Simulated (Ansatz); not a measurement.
# LaReN3: the cost of one run

Computed with Ansatz 0.2.0 (DFT LDA+U (U_eff = 6 eV on Re d), plane waves, PAW, no spin–orbit coupling unless a run says so, unless a step's input says otherwise).

## Step 1: The structure to begin with

It takes space group Pm-3m (No. 221, cubic). Conventional cell: a = 3.955 Å, b = 3.955 Å, c = 3.955 Å, α = 90.00°, β = 90.00°, γ = 90.00°. Around La (site symmetry m-3m) lie 12 N at 2.80 Å. N (site symmetry 4/mmm) is surrounded by 2 Re at 1.98 Å and 4 La at 2.80 Å. Re (site symmetry m-3m) is surrounded by 6 N at 1.98 Å.

Coordinates:

```xyz
5
Lattice="3.9549 0.0000 0.0000 0.0000 3.9549 0.0000 0.0000 0.0000 3.9549" Properties=species:S:1:pos:R:3 pbc="T T T"
La    0.0000    0.0000    0.0000
N     0.0000    1.9774    1.9774
N     1.9774    0.0000    1.9774
N     1.9774    1.9774    0.0000
Re    1.9774    1.9774    1.9774
```

Magnetic order typed: ferromagnetic.

## Step 2: From atoms, symmetry kept, no search

Input file input.yaml:

```yaml
crystal:
  lattice:
    - [3.95489326, 0.0, 0.0]
    - [0.0, 3.95489326, 0.0]
    - [0.0, 0.0, 3.95489326]
  atoms:
    - { symbol: La, position: [0.0, 0.0, 0.0] }
    - { symbol: "N", position: [0.0, 0.5, 0.5] }
    - { symbol: "N", position: [0.5, 0.0, 0.5] }
    - { symbol: "N", position: [0.5, 0.5, 0.0] }
    - { symbol: Re, position: [0.5, 0.5, 0.5], spin: 1.0 }
basis:
  ecutwfc: 420
  ecutrho_ratio: 4
kpoints:
  mp_grid: { grid: [5, 5, 5] }
hamiltonian:
  xc: lda
  hubbard: { sites: [{ site: 4, l: d, u_eff: 6.0 }] }
scf:
  occupations: { method: gaussian, width: 0.05 }
  lower_state_search: "off"
  max_iter: 150
output:
  forces: true
  stress: true
  eigenvalues: true
  populations: true
  hubbard: { sites: [{ site: 4, l: d }] }
magnetization:
  spin_polarized: true
```

Started as:

```bash
> ansatz run input.yaml --threads 4 --pin off --max-ram 6144MiB --backend cpu --events-out ev --progress --plain --runs-dir out
```

Q: Estimate wall time and peak memory on 4 threads of Arm Neoverse V2, shared host.

About 1.7 s, with a peak of 0.4 GiB.
